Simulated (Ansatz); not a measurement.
# C₂H₅ClGeO: up Jacob's ladder to CCSD(T)

Aim: compute C₂H₅ClGeO with functionals from several rungs and with coupled cluster. The yardstick is the atomisation energy at the CCSD(T) limit.

Program: Ansatz 0.2.0, Gaussian basis. Level of theory: functionals in def2-TZVPP, the program's frozen cores in correlated methods. These are calculated values, not measurements.

The runs, in order: PBE-D4, r2SCAN-D4, PBE0-D4, B3LYP-D4, ωB97X-V, ωB97M-V, B2PLYP; CCSD(T)/def2-TZVPP; MP2/def2-QZVPP; extrapolation to the limit.

**1. Structure used throughout**

All runs share one geometry, relaxed beforehand with PBE0-D4 in a triple-zeta def2 set.

10 atoms, charge 0, spin multiplicity 1.

Atoms are counted from 1 here; the program's logs count them from 0.

Bond lengths: O1–Ge2 1.768 Å, O1–H6 0.963 Å, Ge2–C3 1.933 Å, Ge2–C4 1.939 Å, Ge2–H7 1.519 Å, C3–C4 1.543 Å, C3–H8 1.086 Å, C3–H9 1.086 Å, C4–Cl5 1.765 Å, C4–H10 1.084 Å. Angles: Ge2–O1–H6 110.2°, O1–Ge2–C3 118.2°, O1–Ge2–C4 115.3°, O1–Ge2–H7 110.6°, C3–Ge2–C4 47.0°, C3–Ge2–H7 126.2°, C4–Ge2–H7 126.0°, Ge2–C3–C4 66.7°, Ge2–C3–H8 117.0°, Ge2–C3–H9 121.4°, C4–C3–H8 115.5°, C4–C3–H9 115.6°, H8–C3–H9 112.9°, Ge2–C4–C3 66.3°, Ge2–C4–Cl5 118.0°, Ge2–C4–H10 123.3°, C3–C4–Cl5 115.7°, C3–C4–H10 116.6° and more.

As a file:

```
O    -2.04801    0.29929   -0.85663
Ge   -0.51555   -0.57538   -0.75266
C     0.40805   -0.59848    0.94495
C     0.97314    0.44344   -0.04231
Cl    0.69334    2.13255    0.38519
H    -1.95203    1.18458   -0.49000
H    -0.43368   -1.64001   -1.83289
H    -0.12238   -0.19166    1.80038
H     1.08170   -1.40785    1.21091
H     1.99853    0.30232   -0.36393
```

**2. PBE-D4 (GGA)**

in.yaml reads:

```yaml
crystal:
  periodic: [false, false, false]
  atoms:
    - {symbol: O, position_ang: [-2.048008, 0.299287, -0.856631]}
    - {symbol: Ge, position_ang: [-0.515555, -0.575376, -0.752662]}
    - {symbol: C, position_ang: [0.408051, -0.598483, 0.944948]}
    - {symbol: C, position_ang: [0.973141, 0.443442, -0.042308]}
    - {symbol: Cl, position_ang: [0.693335, 2.132547, 0.385193]}
    - {symbol: H, position_ang: [-1.952027, 1.184583, -0.490003]}
    - {symbol: H, position_ang: [-0.433684, -1.640013, -1.832885]}
    - {symbol: H, position_ang: [-0.122382, -0.191660, 1.800376]}
    - {symbol: H, position_ang: [1.081695, -1.407847, 1.210907]}
    - {symbol: H, position_ang: [1.998535, 0.302320, -0.363934]}
basis:
  gaussian: {orbitals: def2-TZVPP}
hamiltonian: {xc: pbe, dispersion: d4}
output: {forces: true, orbitals: {seedname: orbitals}}
```

Run with:

```bash
$ ansatz run in.yaml --threads 4 --pin off --events-out ev --progress --plain --max-ram 10444MiB
```

The runs that follow: r2SCAN-D4 (meta-GGA); PBE0-D4 (hybrid); B3LYP-D4 (hybrid); ωB97X-V (range-separated); ωB97M-V (range-separated); B2PLYP (double hybrid); CCSD(T) in def2-TZVPP; MP2 in def2-QZVPP.

**Question.** What will the summary of the whole plan be? Wanted: atomisation energy, CCSD(T)/CBS; farthest; mean size of error, hybrid; mean size of error, range-separated; gap, smallest and largest; T1 diagnostic; triples share of the correlation energy.

The runs gave:

```
                               quantity                                 value
        atomisation energy, CCSD(T)/CBS                         3492.8 kJ/mol
 functionals within 34.9 kJ/mol (1.0 %)  r2SCAN-D4, PBE0-D4, ωB97X-V, ωB97M-V
                               farthest                 PBE-D4 (+73.1 kJ/mol)
             mean size of error, hybrid                           25.0 kJ/mol
    mean size of error, range-separated                            8.7 kJ/mol
              gap, smallest and largest  4.39 eV (PBE-D4), 10.88 eV (ωB97X-V)
                          T1 diagnostic                                0.0114
triples share of the correlation energy                                 4.1 %
```

What this shows: PBE-D4 misses by +73.1 kJ/mol. Double hybrids carry the basis error of their MP2 part in triple zeta, and no dispersion term here, so their miss is partly the set-up's. Misses under about 34.9 kJ/mol are within the doubt on the reference itself, which lacks core-valence correlation, relativity and higher excitations, and its outer-core shells are covered unevenly. Hartree-Fock recovers 69 % of the binding; the rest is correlation. Orbital gaps span 4.4 to 10.9 eV; exact exchange widens them. Correlated methods include outer-core shells of Ge, which these sets cover unevenly.
